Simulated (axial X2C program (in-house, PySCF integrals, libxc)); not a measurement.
# AuNC: the levels of the configuration d9 s1 p(π)0

Aim: the spin–orbit levels of AuNC that arise from the configuration d9 s1 p(π)0 of Au, and how they move with the bond.

Method: two-component X2C, average-of-configuration Hartree–Fock and CI in the open shells; program: an in-house X2C program for linear molecules on PySCF integrals.

All values are calculated.

### Step 1. The job

task.json reads:

```json
{"zs": [79, 7, 6], "q": 0, "bas": ["dyall-v3z", "dyall-av3z", "dyall-v3z"], "r0": 1.95, "metal": 0, "shells": [[2, [0, 1, 2], 9], [0, [0], 1], [1, [1], 0]], "fix": 0, "emax": 3.2, "nroots": 4, "r2": 1.17}
```

Keys: zs atomic numbers; q charge; bas basis sets; r0 starting distance in Å; metal index of the metal atom; shells open shells as [l, |m| values, electrons]; fix electron count of the first shell held; emax energy window in eV; nroots roots for each Ω; r2 second bond in Å, held.

Run with:

```console
python soci.py task.json out
```

Two-component X2C with atomic mean-field Coulomb and Gaunt terms, basis Au dyall-v3z, N dyall-av3z, C dyall-v3z (cores contracted in-house). Orbitals come from Hartree–Fock averaged over the configuration Au d9 s1 p(π)0; CI then distributes these electrons over the d, s, p(π) shells of Au.

### Step 2. CI at Au–N–C held linear, bonds 2.072 and 1.170 Å (the second held)

Before running it: what results should come out? Wanted: lowest level of the model; next level; lowest curve, Re and ωe.

As calculated:

| quantity | value |
| --- | --- |
| lowest level of the model | Ω = 0, g∥ = 0.00, 91% d10 + 7% d9 s1 |
| next level | Ω = 0, 5994 cm⁻¹ higher |
| lowest curve, Re and ωe | 1.967 Å, 443.0 cm⁻¹ |

In words: From 2.072 to 2.445 Å the gap from the lowest to the fifth level goes from 11511 to 8701 cm⁻¹. Without dynamic correlation distances can be off by several hundredths of an Å, and the wavenumbers are rough. There is no dynamic correlation: spin–orbit spacings and, for f shells, spacings inside one term are the most reliable numbers, splittings between terms come out too wide, and energies between configurations are not reliable, so the lowest level need not be the ground state of the molecule. The lowest levels belong to d10, not to the averaged configuration, so orbitals and distance suit them less well. For d shells the ligand-field splittings (σ, π, δ) and their order can be off by a thousand cm⁻¹ or more. At most 4 roots were kept for each Ω > 0 (twice that for Ω = 0) within 3.2 eV of the lowest, so higher up levels can be missing between those listed; levels with Ω > 0 are doubly degenerate and listed once, Ω = 0 levels singly. Some active spinors are only partly of the character that their shell is named for, so the shell names and counts are nominal. States that fill the shells left empty in the average are placed too high. The molecule was held linear; bending was not examined.
